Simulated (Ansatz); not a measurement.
# wB97M-V/def2-SVPD run of SiHF3 (SMILES F[SiH](F)F)

Aim: the electronic atomisation energy of SiHF3 at wB97M-V/def2-SVPD, from 4 runs. 

The results are computed with Ansatz 0.2.0.

55 further runs of the same task are left out: 55 set aside as unsound or not needed.

### 1 The system as given

The species is SiHF3 (5 atoms), meant as a singlet with charge 0. As SMILES, `F[SiH](F)F`. The shape is that of a PBE0-D4/def2-TZVP optimisation.

Bond lengths: F1–Si2 1.573 Å, Si2–F3 1.573 Å, Si2–F4 1.573 Å, Si2–H5 1.461 Å. Angles: F1–Si2–F3 108.3°, F1–Si2–F4 108.3°, F3–Si2–F4 108.3°, F1–Si2–H5 110.7°, F3–Si2–H5 110.7°, F4–Si2–H5 110.7°.

### 2 The energy at wB97M-V/def2-SVPD

run.yaml reads:

```yaml
crystal:
  periodic: [false, false, false]
  atoms:
    - {symbol: F, position_ang: [-0.447100, -0.082200, 1.491300]}
    - {symbol: Si, position_ang: [0.040700, 0.001700, -0.001800]}
    - {symbol: F, position_ang: [-0.597100, 1.281400, -0.657200]}
    - {symbol: F, position_ang: [-0.495900, -1.263300, -0.767200]}
    - {symbol: H, position_ang: [1.499400, 0.062400, -0.065100]}
basis:
  gaussian:
    orbitals: def2-SVPD
hamiltonian:
  xc: {name: wB97M-V}
accuracy: high
output:
  orbitals: {seedname: orbitals}
```

On the command line:

```bash
$ ansatz run run.yaml --threads 1 --pin off --max-ram 3480MiB --events-out events.jsonl --progress --plain --runs-dir runs
```

Standard output:

```text
Warning: RAYON_NUM_THREADS=1 ignored (pool sized by the plan → 1); use --threads N
Functional definition: wB97M-V
  name "wB97M-V"
  parameter omega = 0.3/bohr
  parameter cx = 0.15
  parameter cx01 = 1.007
  parameter cx10 = 0.259
  parameter css00 = 0.443
  parameter css04 = -1.437
  parameter css10 = -4.535
  parameter css20 = -3.390
  parameter css43 = 4.278
  parameter cos00 = 1.000
  parameter cos10 = 1.358
  parameter cos20 = 2.924
  parameter cos21 = -8.812
  parameter cos60 = -1.390
  parameter cos61 = 9.142
  parameter b = 6.0
  parameter c = 0.01
  gx(w, u) = 1 - cx + cx01*u + cx10*w
  gss(w, u) = css00 + css04*u^4 + css10*w + css20*w^2 + css43*w^4*u^3
  gos(w, u) = cos00 + cos10*w + (cos20 + cos21*u)*w^2 + (cos60 + cos61*u)*w^6
  exchange = spin_sum(e_x_unif_sr(omega)*gx(b97_w, b97_u_x)) + cx*exact_x_sr(omega) + exact_x_lr(omega)
  correlation = spin_sum(e_c_pw_mod_same_spin*gss(b97_w, b97_u_same))
      + integral(e_c_pw_mod_opposite_spin*gos(b97_w_opposite, b97_u_opposite)) + vv10(b, c)
1966 factors; integrals over basis functions are off by at most 3.3e-9 eV
409 factors; integrals over basis functions are off by at most 2.3e-9 eV
mean field evaluation 1: about -16035.2423 eV, gradient 4.7e1 eV
mean field evaluation 2: about -16035.0390 eV, gradient 5.1e1 eV
mean field evaluation 4: about -16038.6816 eV, gradient 3.8e-1 eV
mean field evaluation 8: about -16038.7521 eV, gradient 1.3e-2 eV
mean field evaluation 16: about -16038.7521 eV, gradient 5.4e-7 eV
mean field -16038.75206538 eV, -589.4132669461 hartree, gradient 3.0e-8 eV, S^2 0.000000; 0 other end points of the search recorded, 0 dependent functions left out
reference -16038.75207021 eV, -589.4132671235 hartree; 21, 21 occupied and 80, 80 virtual orbitals, 1966 factors
Total energy: -16038.75207021 eV, -589.4132671235 hartree
```

It took 46 s on 1 thread of Arm Neoverse V2, shared host; peak memory 0.56 GiB.

### 3 The F atom at the same level

run.yaml reads:

```yaml
crystal:
  periodic: [false, false, false]
  atoms:
    - {symbol: F, position_ang: [0.000000, 0.000000, 0.000000]}
basis:
  gaussian:
    orbitals: def2-SVPD
magnetization:
  spin_polarized: true
  initial_magnetization: 1
hamiltonian:
  xc: {name: wB97M-V}
accuracy: high
```

On the command line:

```bash
$ ansatz run run.yaml --threads 1 --pin off --max-ram 3480MiB --events-out events.jsonl --progress --plain --runs-dir runs
```

Standard output:

```text
Warning: RAYON_NUM_THREADS=1 ignored (pool sized by the plan → 1); use --threads N
[... 19 set-up lines as earlier in the session ...]
  gx(w, u) = 1 - cx + cx01*u + cx10*w
  gss(w, u) = css00 + css04*u^4 + css10*w + css20*w^2 + css43*w^4*u^3
  gos(w, u) = cos00 + cos10*w + (cos20 + cos21*u)*w^2 + (cos60 + cos61*u)*w^6
[... 2 set-up lines as earlier in the session ...]
      + integral(e_c_pw_mod_opposite_spin*gos(b97_w_opposite, b97_u_opposite)) + vv10(b, c)
194 factors; integrals over basis functions are off by at most 1.8e-9 eV
85 factors; integrals over basis functions are off by at most 4.1e-10 eV
mean field evaluation 1: about -2710.9457 eV, gradient 3.7e0 eV
mean field evaluation 2: about -2710.9870 eV, gradient 6.6e-1 eV
mean field evaluation 4: about -2710.9885 eV, gradient 3.5e-1 eV
mean field evaluation 8: about -2710.9889 eV, gradient 5.7e-4 eV
mean field evaluation 16: about -2710.9889 eV, gradient 1.7e-8 eV
mean field -2710.98892420 eV, -99.6270053901 hartree, gradient 1.7e-8 eV, S^2 0.751768; 0 other end points of the search recorded, 0 dependent functions left out
reference -2710.98892703 eV, -99.6270054939 hartree; 5, 4 occupied and 18, 19 virtual orbitals, 194 factors
Total energy: -2710.98892703 eV, -99.6270054939 hartree
```

Wall time 2.4 s (1 thread of Arm Neoverse V2, shared host); peak memory 0.16 GiB.

### 4 The H atom at the same level

run.yaml reads:

```yaml
basis:
  gaussian:
    orbitals: def2-SVPD
crystal:
  periodic: [false, false, false]
  atoms:
    - symbol: H
      position_ang: [0.000000, 0.000000, 0.000000]
hamiltonian:
  xc: {name: wB97M-V}
accuracy: high
magnetization:
  spin_polarized: true
  initial_magnetization: 1
```

Run the same way, it converges to -0.49171 Eh (log not shown).

### 5 The Si atom at the same level

input.yaml reads:

```yaml
crystal:
  periodic: [false, false, false]
  atoms:
    - {symbol: Si, position_ang: [0.000000, 0.000000, 0.000000]}
basis:
  gaussian: {orbitals: def2-SVPD}
magnetization: {spin_polarized: true, initial_magnetization: 2}
hamiltonian: {xc: {name: wB97M-V}}
accuracy: high
```

Run the same way, it converges to -289.25522 Eh (log not shown).

### 6 What came out

Level: wB97M-V/def2-SVPD.

| quantity | value |
| --- | --- |
| molecule: total energy | -589.41327 Eh |
| molecule: HOMO energy | -13.67 eV |
| molecule: LUMO energy | 1.45 eV |
| molecule: HOMO–LUMO gap | 15.13 eV |
| F atom: total energy | -99.62701 Eh |
| F atom: ⟨S²⟩ | 0.752 |
| H atom: total energy | -0.49171 Eh |
| H atom: ⟨S²⟩ | 0.750 |
| Si atom: total energy | -289.25522 Eh |
| Si atom: ⟨S²⟩ | 2.001 |
| electronic atomisation energy | 21.370 eV |

What this shows: Taking the molecule apart into free atoms costs 21.37 eV (2062 kJ/mol), before zero-point energy and without spin-orbit coupling.
